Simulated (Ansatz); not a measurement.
# CHFGa+ (triplet): wave-function methods side by side, cc-pVDZ

One table from this session's results is given with a row withheld; the runs are named, their logs left out.

Program: Ansatz 0.2.0, Gaussian basis. Level of theory: cc-pVDZ, core rule «outside noble gas», up to 16 orbitals frozen. These are calculated values, not measurements.

The runs, in order: UHF; CCSD(T) on ROHF; CCSD(T) on UHF; BCCD(T) on ROHF; CISD; CCSDT(Q) on ROHF; CCSDT(Q) on UHF; CASSCF and NEVPT2, 10 electrons in 10 orbitals.

27 further runs of the same task are left out: 15 that didn't finish, 12 set aside as unsound or not needed.

## The geometry

The geometry is a PBE0/def2-TZVP stationary point (not a proven minimum) of the parent state, kept for this charge and spin. No spin-orbit coupling is included. The filled d shell of Ga may be among the frozen orbitals whatever the setting's name suggests; the logs give the count.

4 atoms, charge 1, spin multiplicity 3.

Atoms are counted from 1 here; the program's logs count them from 0.

Bond lengths: F1–C2 1.327 Å, C2–Ga3 1.961 Å, C2–H4 1.089 Å. Angles: F1–C2–Ga3 122.0°, F1–C2–H4 112.6°, Ga3–C2–H4 125.4°.

Set-up of the first run:

File in.yaml:

```yaml
crystal:
  periodic: [false, false, false]
  atoms:
    - {symbol: F, position_ang: [0.000000, -0.336661, 2.093920]}
    - {symbol: C, position_ang: [0.000000, 0.539280, 1.097638]}
    - {symbol: Ga, position_ang: [0.000000, -0.023872, -0.780573]}
    - {symbol: H, position_ang: [0.000000, 1.570868, 1.447830]}
basis:
  gaussian: {orbitals: cc-pVDZ}
total_charge: 1
magnetization: {spin_polarized: true, initial_magnetization: 2}
hamiltonian: {xc: hf}
output: {orbitals: {seedname: orbitals}}
```

Started as:

```console
> ansatz run in.yaml --threads 1 --pin off --events-out ev --progress --plain --max-ram 2393MiB
```

Among the steps run: UHF; CCSD(T) on ROHF; CCSD(T) on UHF; BCCD(T) on ROHF; CISD; CCSDT(Q) on ROHF; CCSDT(Q) on UHF; CASSCF and NEVPT2, 10 electrons in 10 orbitals.

One table of the session follows, with a row left open; its other results are not shown here.

It belongs to the step «Misses and costs». 

```
   method  from UCCSDT(Q) (kcal/mol)
     ROHF                    +228.33
      UHF                    +222.00
     RMP2                     +21.46
     UMP2                     +22.55
    RCCSD                          ?
    UCCSD                      +6.92
 RCCSD(T)                      +1.44
 UCCSD(T)                      +1.27
  BCCD(T)                      +1.43
   RCCSDT                      +0.79
   UCCSDT                      +0.53
RCCSDT(Q)                      +0.37
UCCSDT(Q)                          0
```

**Question.** Estimate the row for RCCSD.

**Answer.** from UCCSDT(Q) (kcal/mol): +7.43. In the column «from UCCSDT(Q) (kcal/mol)» it lies between UCCSD (+6.92) and RMP2 (+21.46).

Not comparable, so not listed: CISD (they don't share determinant, frozen orbitals or solution with the rows shown, or repeat one).

To keep in mind: Left out of the table: CASSCF frontier, NEVPT2 frontier (the active space lost an orbital or holds another state than full CI finds). Restricted and unrestricted rows rest on different reference determinants; where their highest levels disagree by more than a few hundredths of an eV, they describe different states and don't form one ladder. Warnings in the runs' records: passed over end.
